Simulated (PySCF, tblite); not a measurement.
**C4H6F2O2S: geometry, infrared bands and NMR shifts**

Wanted: the infrared bands and NMR shifts of C4H6F2O2S (`C=C(C(F)F)S(C)(=O)=O`), by calculation.

The runs use tblite 0.8.0 and PySCF 2.14.0, with density-fitted response routines of our own; the level of theory stands in each step. All values are computed, except where a source is named. Atoms are numbered from 0 throughout.

### Step 1. Starting geometry

15 atoms, charge 0, multiplicity 1; geometry from: force field or distance geometry start.

Bonds of the start (Å): C0–C1 1.34, C1–C2 1.48, C2–F3 1.37, C2–F4 1.36, C1–S5 1.73, S5–C6 1.78, S5–O7 1.44, S5–O8 1.45, C0–H9 1.08, C0–H10 1.10, C2–H11 1.10, C6–H12 1.08, C6–H13 1.09, C6–H14 1.09.

### Step 2. Geometry optimisation with GFN2-xTB

The job: settings as JSON, then the geometry in Å.

```
{"job": {"kind": "relax", "xc": "GFN2-xTB", "basis": "xTB"}, "charge": 0, "multiplicity": 1}
C     -0.818100     1.640700     0.540100
C     -0.688700     0.401600     0.046600
C     -1.517500    -0.778400     0.397700
F     -2.526000    -0.427000     1.249800
F     -0.792300    -1.718000     1.052500
S      0.570800     0.055700    -1.088100
C      1.890100    -0.541600    -0.056500
O      0.157500    -1.035100    -1.931500
O      1.045500     1.290600    -1.685500
H     -0.183300     2.461700     0.242800
H     -1.616900     1.876400     1.251200
H     -1.996700    -1.235400    -0.480600
H      2.744800    -0.754300    -0.682100
H      2.157100     0.223800     0.673000
H      1.569400    -1.452700     0.448500
```

The run is started by

```sh
> OMP_NUM_THREADS=1 python probes_run.py task.json out
```

One launch serves the whole session: the jobs run in the order shown.

**Question.** This job is followed by: GFN2-xTB harmonic vibrations, gas phase; GIAO PBE0/pcSseg-1 NMR shielding, non-relativistic, gas phase. What will the session give for the following? strongest single infrared mode (GFN2-xTB); zero-point energy (GFN2-xTB); 13C shifts against TMS (PBE0/pcSseg-1); 1H shifts against TMS (PBE0/pcSseg-1, means over atoms taken as alike); 19F shifts against CFCl3 (PBE0/pcSseg-1, means over atoms taken as alike); 33S shifts against CS2 (PBE0/pcSseg-1); 17O shifts against H2O (PBE0/pcSseg-1, means over atoms taken as alike).

**Answer**, as computed:

| quantity | value |
| --- | --- |
| strongest single infrared mode (GFN2-xTB) | 1268 cm⁻¹, 424 km/mol |
| zero-point energy (GFN2-xTB) | 61.9 kcal/mol |
| 13C shifts against TMS (PBE0/pcSseg-1) | 156.5, 133.6, 117.8, 50.1 ppm |
| 1H shifts against TMS (PBE0/pcSseg-1, means over atoms taken as alike) | 6.98, 6.81, 6.72, 2.82 ppm |
| 19F shifts against CFCl3 (PBE0/pcSseg-1, means over atoms taken as alike) | -146.2 ppm |
| 33S shifts against CS2 (PBE0/pcSseg-1) | 291 ppm |
| 17O shifts against H2O (PBE0/pcSseg-1, means over atoms taken as alike) | 206.6 ppm |

In words: Relaxing lowered the energy by 0.159 eV in 61 steps; the close pair that moved most is C1–S5, from 1.730 to 1.814 Å. No mode is imaginary among the 39: a minimum at this level. The strongest single mode, at 1268 cm⁻¹, has its largest shares on S5, O8, O7 and H11 (the list is cut at 4 atoms). GFN2-xTB is a fitted tight-binding method: band positions and strengths are rough. Its intensities can rank the bands wrongly. The most deshielded carbon is C1 (fully substituted alkene carbon), at 156.5 ppm: the olefinic region. H11 (hydrogen on an allylic sp3 CH bonded to 2 F) lies farthest downfield among hydrogen, at 6.98 ppm; its carbon carries F, an electronegative neighbour. At PBE0/pcSseg-1: The largest span, 329 ppm, is at S5, where the paramagnetic term is -839 ppm.
